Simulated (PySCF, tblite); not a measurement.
**C₇H₄ClFO: geometry, infrared bands and NMR shifts**

Wanted: the infrared bands and NMR shifts of C₇H₄ClFO (`O=C(F)c1ccc(Cl)cc1`), by calculation.

The runs use tblite 0.8.0 and PySCF 2.14.0, with density-fitted response routines of our own; the level of theory stands in each step. All values are computed, except where a source is named. Atoms are numbered from 0 throughout.

## 1. Starting geometry

14 atoms, charge 0, multiplicity 1; geometry from: force field or distance geometry start.

Bonds of the start (Å): O0–C1 1.26, C1–F2 1.37, C1–C3 1.46, C3–C4 1.39, C4–C5 1.38, C5–C6 1.38, C6–Cl7 1.75, C6–C8 1.38, C8–C9 1.37, C9–C3 1.38, C4–H10 1.07, C5–H11 1.10, C8–H12 1.09, C9–H13 1.08.

## 2. Optimising the geometry with GFN2-xTB

Job settings and geometry (Å):

```
{"job": {"kind": "relax", "xc": "GFN2-xTB", "basis": "xTB"}, "charge": 0, "multiplicity": 1}
O      2.877000     1.368300    -0.351900
C      2.309500     0.252800    -0.226400
F      3.087600    -0.879500    -0.190200
C      0.866600     0.091400    -0.090200
C      0.307300    -1.168100     0.070500
C     -1.064000    -1.303700     0.186600
C     -1.830800    -0.156800     0.161600
Cl    -3.560200    -0.384400     0.334000
C     -1.249500     1.082300     0.020600
C      0.106500     1.237200    -0.103300
H      0.976700    -2.008800     0.070300
H     -1.526700    -2.298100     0.307500
H     -1.885900     1.972700     0.013400
H      0.585200     2.194400    -0.224700
```

Command:

```sh
> OMP_NUM_THREADS=1 python probes_run.py task.json out
```

The driver reads the jobs from task.json and runs them one after another.

**Question.** This job is followed by: GFN2-xTB harmonic vibrations, gas phase; GIAO PBE0/pcSseg-1 NMR shielding, non-relativistic, gas phase. Predict these results of the whole session: strongest single infrared mode (GFN2-xTB); zero-point energy (GFN2-xTB); ¹³C shifts against TMS (PBE0/pcSseg-1, means over atoms taken as alike); ¹H shifts against TMS (PBE0/pcSseg-1, means over atoms taken as alike); ¹⁷O shifts against H2O (PBE0/pcSseg-1); ¹⁹F shifts against CFCl3 (PBE0/pcSseg-1); ³⁵Cl shifts against HCl (PBE0/pcSseg-1).

The runs gave:

| quantity | value |
| --- | --- |
| strongest single infrared mode (GFN2-xTB) | 1824 cm⁻¹, 636 km/mol |
| zero-point energy (GFN2-xTB) | 56.1 kcal/mol |
| ¹³C shifts against TMS (PBE0/pcSseg-1, means over atoms taken as alike) | 165.1, 155.0, 140.4, 135.5, 127.7 ppm |
| ¹H shifts against TMS (PBE0/pcSseg-1, means over atoms taken as alike) | 8.45, 7.77 ppm |
| ¹⁷O shifts against H2O (PBE0/pcSseg-1) | 429.8 ppm |
| ¹⁹F shifts against CFCl3 (PBE0/pcSseg-1) | 18.4 ppm |
| ³⁵Cl shifts against HCl (PBE0/pcSseg-1) | 264 ppm |

Relaxing lowered the energy by 0.323 eV in 26 steps; the close pair that moved most is O0–C1, from 1.258 to 1.185 Å. All 36 modes are real, so the xTB geometry is a minimum. The strongest single mode, at 1824 cm⁻¹, moves mainly C1 and O0. GFN2-xTB is a fitted tight-binding method: band positions and strengths are rough. Its intensities can rank the bands wrongly. At PBE0/pcSseg-1: The widest tensor belongs to O0: span 609 ppm, with a paramagnetic part of -495 ppm. NICS(1)zz of -26 ppm above the planar ring from C3 marks a diatropic (aromatic) ring current.
